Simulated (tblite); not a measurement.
# C4H10FNSi3: the cost of one run

Computed with tblite 0.8.0 and PySCF 2.14.0, with density-fitted response routines of our own, on a single molecule in the gas phase. Atoms count from 0, in the outputs and in this text.

**1. The starting structure**

19 atoms, charge 0, multiplicity 1; geometry from: force field or distance geometry start.

Bonds of the start (Å): F0–Si1 1.66, Si1–N2 1.77, N2–Si3 1.82, N2–Si4 1.76, Si4–C5 1.85, C5–C6 1.31, C6–C7 1.42, C7–C8 1.31, C8–Si4 1.86, Si1–H9 1.48, Si1–H10 1.46, Si3–H11 1.48, Si3–H12 1.46, Si3–H13 1.45, Si4–H14 1.43, C5–H15 1.06, C6–H16 1.11, C7–H17 1.12, C8–H18 1.07.

**2. Relaxing the molecule with GFN2-xTB**

Job settings and geometry (Å):

```
{"job": {"kind": "relax", "xc": "GFN2-xTB", "basis": "xTB"}, "charge": 0, "multiplicity": 1}
F      2.464200    -1.279200    -1.480500
Si     2.402800    -1.309500     0.176500
N      1.197500    -0.152700     0.753400
Si     1.330600     1.322100    -0.308300
Si    -0.409400    -0.833400     0.495500
C     -1.192600    -0.310200    -1.102000
C     -2.197800     0.468300    -0.783800
C     -2.440400     0.712800     0.591400
C     -1.650200     0.144800     1.472100
H      3.687100    -0.885600     0.779800
H      1.988500    -2.630700     0.641300
H      0.035400     1.531400    -0.994600
H      2.378000     1.041200    -1.287900
H      1.638000     2.523100     0.443500
H     -0.562600    -2.226200     0.779800
H     -0.871700    -0.588900    -2.074100
H     -2.824800     0.907700    -1.592200
H     -3.288000     1.350100     0.942100
H     -1.694600     0.224100     2.540300
```

Command:

```
> OMP_NUM_THREADS=1 python probes_run.py task.json out
```

This one command runs all jobs of the session in turn.

**Question.** How long does this first job take on 1 thread of Arm Neoverse N1, shared host, and how much memory does it need?

About 1.1 s, with a peak of 0.18 GiB.
